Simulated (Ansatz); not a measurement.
# ClFGeH4OSi: the cost of one run

Program: Ansatz 0.2.0, driven from Python. The levels of theory stand in the script. These are calculated values, not measurements.

### 1 The structure

Bond lengths: O1–Ge2 1.766 Å, Ge2–F3 1.731 Å, Ge2–Si4 2.234 Å, Si4–Cl5 2.128 Å, O1–H6 1.061 Å, Ge2–H7 1.553 Å, Si4–H8 1.473 Å, Si4–H9 1.534 Å. Angles: O1–Ge2–F3 108.1°, O1–Ge2–Si4 111.1°, O1–Ge2–H7 109.1°, F3–Ge2–Si4 108.7°, F3–Ge2–H7 109.1°, Si4–Ge2–H7 110.7°, Ge2–O1–H6 104.0°, Ge2–Si4–Cl5 111.0°, Ge2–Si4–H8 110.8°, Ge2–Si4–H9 111.6°, Cl5–Si4–H8 107.2°, Cl5–Si4–H9 107.5°, H8–Si4–H9 108.7°.

The script holds or builds the structure itself.

### 2 The code

Contents of methods_clfgeh4osi.py:

```python
"""ClFGeH4OSi at several levels of theory."""

from pathlib import Path

import ansatz as az
import numpy as np

GEOMETRY = """
O     1.42650    1.48070    0.53060
Ge    1.02280   -0.12050   -0.09530
F     1.91680   -1.29410    0.80990
Si   -1.15820   -0.54800    0.13390
Cl   -2.32760    0.85300   -0.95970
H     0.84710    2.14230   -0.06380
H     1.44350   -0.20360   -1.58800
H    -1.48570   -1.88690   -0.38600
H    -1.59670   -0.46910    1.60130
"""

system = az.Crystal.molecule()
for line in GEOMETRY.strip().splitlines():
    symbol, *xyz = line.split()
    system = system.atom(symbol, [float(v) for v in xyz])

base = system.calculation().basis(gaussian="def2-SVP").scf(lower_state_search="light")

print("functional    E (Ha)        dipole (D)   HOMO (eV)  LUMO (eV)")
for name in ["r2scan0", "lda", "pbe", "b3lyp", "revpbe", "pbe0"]:
    r = base.functional(name).forces().orbitals().run(threads=1, runs_dir="runs").report
    lines = Path(r["orbitals_path"]).read_text().splitlines()
    field_of = lambda key: [line.split("=")[1].strip() for line in lines if line.startswith(key)]
    orbitals = [(27.211386 * float(e), s, float(n)) for e, s, n in zip(field_of("Ene="), field_of("Spin="), field_of("Occup="))]
    homo = max(e for e, _, n in orbitals if n > 0.5)
    lumo = min(e for e, _, n in orbitals if n < 0.5)
    dipole = 4.803205 * np.linalg.norm(r["charge_distribution"]["dipole_moment_e_ang"])
    print(f"{name:10s} {r['free_energy_ev'] / 27.211386246:14.6f} {dipole:9.3f} {homo:11.3f} {lumo:10.3f}")
```

### 3 The calls as engine input

The package turns the script's settings into the engine's input (first run):

```yaml
crystal:
  periodic: [false, false, false]
  atoms:
    - { symbol: O, position_ang: [1.4265, 1.4807, 0.5306] }
    - { symbol: Ge, position_ang: [1.0228, -0.1205, -0.0953] }
    - { symbol: F, position_ang: [1.9168, -1.2941, 0.8099] }
    - { symbol: Si, position_ang: [-1.1582, -0.548, 0.1339] }
    - { symbol: Cl, position_ang: [-2.3276, 0.853, -0.9597] }
    - { symbol: H, position_ang: [0.8471, 2.1423, -0.0638] }
    - { symbol: H, position_ang: [1.4435, -0.2036, -1.588] }
    - { symbol: H, position_ang: [-1.4857, -1.8869, -0.386] }
    - { symbol: H, position_ang: [-1.5967, -0.4691, 1.6013] }
basis:
  gaussian:
    orbitals: def2-SVP
hamiltonian:
  xc: r2scan0
scf:
  lower_state_search: light
output:
  orbitals: {}
  forces: true
```

### 4 Running it

Command:

```sh
$ python methods_clfgeh4osi.py
```

Q: Estimate wall time and peak memory on 1 thread of Intel Xeon Platinum 8259CL at 2.50GHz (Skylake/Cascade Lake), shared host.

About 37 s, with a peak of 0.37 GiB.
